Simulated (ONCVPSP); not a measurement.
**Lu: generating and testing an ONCV potential**

Task: generate the file, and judge it by its errors in other configurations, its logarithmic derivatives, its ghosts and its cutoff.

Program: ONCVPSP 4.0.1. Reference atom: LDA (Perdew-Wang 92), scalar-relativistic, spherical and spin-unpolarised. All values are calculated.

**1. The atom and the settings**

The settings as typed:

```json
{
  "element": "lutetium (Lu, Z = 71)",
  "type": "optimised norm-conserving Vanderbilt (ONCV)",
  "frozen core": "[Kr] 4d10",
  "valence charge": "25",
  "reference configuration": "4f14 5s2 5p6 5d1 6s2",
  "partial waves": "5s+6s: rc 2.05 bohr, ncon 3, nbas 6, qcut 6.1 1/bohr, 2 projectors; 5p: rc 1.70 bohr, ncon 4, nbas 9, qcut 7.8 1/bohr, 2 projectors, debl 1.7 Ha; 5d: rc 2.45 bohr, ncon 3, nbas 6, qcut 3.6 1/bohr, 2 projectors, debl 2 Ha; 4f: rc 0.65 bohr, ncon 4, nbas 8, qcut 22 1/bohr, local",
  "local potential": "the f channel",
  "core correction": "polynomial model core, fcfact 0.65"
}
```

An earlier all-electron run gives the scale for the radii.

All-electron outer shells of the reference configuration (LDA (PZ), scalar-relativistic, ld1.x):

| shell | level (eV) | outermost node (bohr) | outermost maximum (bohr) |
| --- | --- | --- | --- |
| 4d | -191.71 | 0.23 | 0.48 |
| 5s | -61.19 | 0.57 | 1.04 |
| 5p | -31.78 | 0.61 | 1.19 |
| 4f | -9.81 | – | 0.47 |
| 6s | -4.81 | 1.41 | 3.00 |
| 5d | -1.92 | 0.68 | 1.84 |
| 6p | -1.40 | 1.73 | 4.32 |

**2. Generating the potential**

Input file Lu.dat:

```
# ATOM AND REFERENCE CONFIGURATION
# atsym  z   nc   nv     iexc    psfile
  Lu 71.00    9    5  -001012      upf
#
#   n    l    f
    1    0    2.00
    2    0    2.00
    2    1    6.00
    3    0    2.00
    3    1    6.00
    3    2   10.00
    4    0    2.00
    4    1    6.00
    4    2   10.00
    4    3   14.00
    5    0    2.00
    5    1    6.00
    5    2    1.00
    6    0    2.00
#
# PSEUDOPOTENTIAL AND OPTIMIZATION
# lmax
    3
#
#   l,   rc,      ep,       ncon, nbas, qcut
    0    2.05    0.00    3    6    6.10
    1    1.70    0.00    4    9    7.80
    2    2.45    0.00    3    6    3.60
    3    0.65    0.00    4    8   22.00
#
# LOCAL POTENTIAL
# lloc, lpopt,  rc(5),   dvloc0
    3    5    0.65    0.00
#
# VANDERBILT-KLEINMAN-BYLANDER PROJECTORs
# l, nproj, debl
    0    2    1.40
    1    2    1.70
    2    2    2.00
    3    0    1.20
#
# MODEL CORE CHARGE
# icmod, fcfact, rcfact
    1    0.65    0.00
#
# LOG DERIVATIVE ANALYSIS
# epsh1, epsh2, depsh
   -4.00    5.00    0.02
#
# OUTPUT GRID
# rlmax, drl
    6.00    0.01
#
# TEST CONFIGURATIONS
# ncnf
    4
# nvcnf
#   n    l    f
    5
    4    3   14.00
    5    0    2.00
    5    1    6.00
    5    2    1.00
    6    0    1.00
#
    5
    4    3   14.00
    5    0    2.00
    5    1    6.00
    5    2    1.00
    6    0    0.00
#
    5
    4    3   14.00
    5    0    2.00
    5    1    6.00
    5    2    0.00
    6    0    0.00
#
    5
    4    3   13.00
    5    0    2.00
    5    1    6.00
    5    2    2.00
    6    0    2.00
#
```

Started as:

```console
$ oncvpsp.x < Lu.dat > Lu.out
```

What does the calculation give? Wanted: cutoffs for 1 and 0.1 mHa per electron, occupied waves; bound ghosts; GHOST(+) flags; largest miss of a reference level; configuration tests; largest phase difference near zero energy, channels read; rms error of d²Exc/dn², without and with the model core.

The runs gave:

| quantity | value |
| --- | --- |
| cutoffs for 1 and 0.1 mHa per electron, occupied waves | 245 Ha and 613 Ha |
| bound ghosts | s at -1198.85 eV, s at -56.10 eV, p at -837.96 eV, d at -435.18 eV |
| GHOST(+) flags | d at 271 eV |
| largest miss of a reference level | 13 meV (4f) |
| configuration tests | no usable energy difference |
| largest phase difference near zero energy, channels read | 0.002 rad |
| rms error of d²Exc/dn², without and with the model core | 4.91 and 1.50 mHa |

In words: A bound ghost (s, p, d) makes it unfit for use: electrons can fall into a state that the atom doesn't have. Of the tests 4 gave no usable energy difference, which is a warning in itself. By its cutoff, 245 Ha for the looser tolerance, it is very hard. The tighter tolerance needs 613 Ha, and converged work needs a cutoff nearer that. At the looser tolerance the 4f wave is the slowest; 5p needs 21 Ha. Near zero energy the phases of the channels with partial waves agree within 0.002 rad. The program also flags highly localised states, GHOST(+) (d). All of this concerns the isolated atom, not yet a solid.
